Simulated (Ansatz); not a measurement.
Ba3SbP and its elements, a formation energy from the elements

Program: Ansatz's Python interface.

`run_formation.py`
```python
'''Is Ba3SbP bound against its elements, after relaxing atoms and volume at fixed cell shape.'''

from collections import Counter
import warnings

import ansatz
import numpy as np

SETTINGS = {
    'xc': 'PBE',
    'cutoff': 500,
    'kspacing': 0.3,
    'smearing': 'fermi_dirac',
    'width_ev': 0.05,
}

PHASES = {
    'Ba3SbP': (
        [(6.113177, 0.0, 0.0), (0.0, 6.113177, 0.0), (0.0, 0.0, 6.113177)],
        [
            ('Ba', (0.0, 0.5, 0.5)),
            ('Ba', (0.5, 0.0, 0.5)),
            ('Ba', (0.5, 0.5, 0.0)),
            ('Sb', (0.0, 0.0, 0.0)),
            ('P', (0.5, 0.5, 0.5)),
        ],
    ),
    'Ba': (
        [(-2.5065, 2.5065, 2.5065), (2.5065, -2.5065, 2.5065), (2.5065, 2.5065, -2.5065)],
        [
            ('Ba', (0.0, 0.0, 0.0)),
        ],
    ),
    'Sb': (
        [(2.1542, 1.243728, 3.758), (-2.1542, 1.243728, 3.758), (0.0, -2.487456, 3.758)],
        [
            ('Sb', (0.23349, 0.23349, 0.23349)),
            ('Sb', (0.76651, 0.76651, 0.76651)),
        ],
    ),
    'P': (
        [(1.6582, -5.242, 0.0), (1.6582, 5.242, 0.0), (0.0, 0.0, 4.3793)],
        [
            ('P', (0.89838, 0.10162, 0.08068)),
            ('P', (0.60162, 0.39838, 0.58068)),
            ('P', (0.10162, 0.89838, 0.91932)),
            ('P', (0.39838, 0.60162, 0.41932)),
        ],
    ),
}


def build(vectors, sites):
    crystal = ansatz.Crystal(lattice=ansatz.Lattice.of(vectors))
    for symbol, position in sites:
        crystal = crystal.atom(symbol, position)
    return crystal


def ground_state(name, crystal):
    calc = (
        crystal.calculation()
        .functional(SETTINGS['xc'])
        .basis(SETTINGS['cutoff'])
        .kpoints(spacing=SETTINGS['kspacing'])
        .occupations(SETTINGS['smearing'], width=SETTINGS['width_ev'])
        .stress()
    )
    calc = calc.relax(force_tolerance=0.03, max_steps=40, fix_cell=['shape'])
    return calc.run(threads=1)


def counts(outcome):
    return Counter(site.symbol for site in outcome.lattice.sites)

def formation_energy(outcome, mu):
    n = counts(outcome)
    return (outcome.report['energy_sigma0_ev'] - sum(k * mu[element] for element, k in n.items())) / sum(n.values())


def volume_per_atom(outcome):
    return abs(np.linalg.det(outcome.lattice.cell_ang)) / len(outcome.lattice.sites)


def main() -> None:
    warnings.simplefilter('ignore', ansatz.DeckWarning)

    phases = {name: build(*cell) for name, cell in PHASES.items()}

    done = {name: ground_state(name, crystal) for name, crystal in phases.items()}

    # chemical potentials of the elements at zero temperature
    references = {'Ba': 'Ba', 'Sb': 'Sb', 'P': 'P'}
    mu = {element: done[name].report['energy_sigma0_ev'] / len(done[name].lattice.sites) for element, name in references.items()}

    target = done['Ba3SbP']
    heat = formation_energy(target, mu)
    for element, value in mu.items():
        print(f'mu({element}) = {value:.4f} eV from {references[element]}, {volume_per_atom(done[references[element]]):.2f} A^3/atom')
    print(f'formation energy of Ba3SbP: {heat:.4f} eV/atom = {96.4853 * heat:.1f} kJ/mol of atoms')


if __name__ == '__main__':
    main()
```

`python run_formation.py` gives:
```text
mu(Ba) = -5949.5323 eV from Ba, 63.89 A^3/atom
mu(Sb) = -6484.5010 eV from Sb, 32.01 A^3/atom
mu(P) = -755.6670 eV from P, 19.84 A^3/atom
formation energy of Ba3SbP: -0.8957 eV/atom = -86.4 kJ/mol of atoms
```

The formation energy is -0.896 eV an atom (-86.4 kJ per mole of atoms), so Ba3SbP lies below the reference phases.

Total energies depend on the potentials; only differences at equal settings carry meaning. For the metals among these phases the mesh is modest: differences between phases can be off by up to 40 meV an atom. Atoms and volume are relaxed with the cell's shape held, which in cells of lower than cubic symmetry can hide stresses and shift volumes. The cells come from databases of deposited and of computed structures, and not all need be stable phases. The compound is the structure given, not necessarily its lowest; energies are at zero temperature, with no correction for gases. A semilocal functional's error on such energies is often 0.05 to 0.1 eV an atom, and 0.1 to 0.3 eV against gases such as O2 or F2. It ran for 45 s on 1 thread of Arm Neoverse V2, on a shared host, peak memory 0.58 GiB.

(Lines on the test bed's own set-up are left out of the output.)
